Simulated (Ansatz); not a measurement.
This script makes a convergence test of the plane-wave cutoff of P, space group Imma with the Ansatz DFT code, driven from Python.

`ecut_p.py`:
```python
"""Convergence of P with the plane-wave cutoff."""

import ansatz as az
import pandas as pd

XC = "r2scan"
MESH = (8, 8, 8)
FILLING = "fermi_dirac"
WIDTH_EV = 0.05

lattice = az.Lattice.of(
    (-1.69151, 2.515165, 1.858944),
    (1.69151, -2.515165, 1.858944),
    (1.69151, 2.515165, -1.858944),
)
sites = [
    ("P", (0.803309, 0.053309, 0.75)),
    ("P", (0.196691, 0.946691, 0.25)),
]
cell = az.Crystal(lattice=lattice)
for symbol, position in sites:
    cell = cell.atom(symbol, position)

base = cell.calculation().functional(XC).kpoints(mesh=MESH).occupations(FILLING, width=WIDTH_EV)

rows = []
for value in [300, 400, 500, 600, 700]:
    summary = base.basis(value).run().report
    rows.append((value, summary["free_energy_ev"] / len(summary["lattice"]["sites"]), summary["n_iterations"], summary["n_pw"]))

table = pd.DataFrame(rows, columns=["cutoff (eV)", "F/atom (eV)", "iterations", "plane waves"])
print(table.round(5).to_string(index=False))

# differences from the last row
for row in rows[:-1]:
    shift = 1000 * (row[1] - rows[-1][1])
    print(f"{row[0]}: {shift:+.2f} meV/atom" + ("  (within 5 meV)" if abs(shift) < 5 else ""))
```

How fast does the energy converge with the cutoff (threshold 5 meV an atom)?

From 400 eV on it stays within 5 meV an atom of the value at 700 eV; the first row (300 eV) is off by 40.2 meV and the last but one by 0.09 meV. The energy falls steadily, as expected when plane waves are added.

The run itself:

```console
$ python ecut_p.py
DeckWarning: basis.ecutwfc = 300 eV is below the records' recommended 500 eV, and the density's cutoff is lower with it unless basis.ecutrho_ratio is high enough to keep the records' density cutoff: compare with a run at a higher cutoff
DeckWarning: basis.ecutwfc = 400 eV is below the records' recommended 500 eV, and the density's cutoff is lower with it unless basis.ecutrho_ratio is high enough to keep the records' density cutoff: compare with a run at a higher cutoff
 cutoff (eV)  F/atom (eV)  iterations  plane waves
         300   -759.03119           6          359
         400   -759.07019           6          567
         500   -759.07092           6          821
         600   -759.07132           6         1047
         700   -759.07140           6         1341
300: +40.21 meV/atom
400: +1.22 meV/atom  (within 5 meV)
500: +0.48 meV/atom  (within 5 meV)
600: +0.09 meV/atom  (within 5 meV)
```
(Warnings from the package without file and line.)

Caveats:
- For a metal this k-point mesh is coarse: on a finer one energies can move by several to tens of meV an atom and pressures by half a GPa or more, differences at one mesh by less.
- This isn't the structure that P takes at ambient conditions.
- Shifts are counted from the last row, which is itself no proven limit.
- Timing: 16 s on 1 thread of Arm Neoverse V2, with other jobs on the host, peak memory 0.53 GiB.
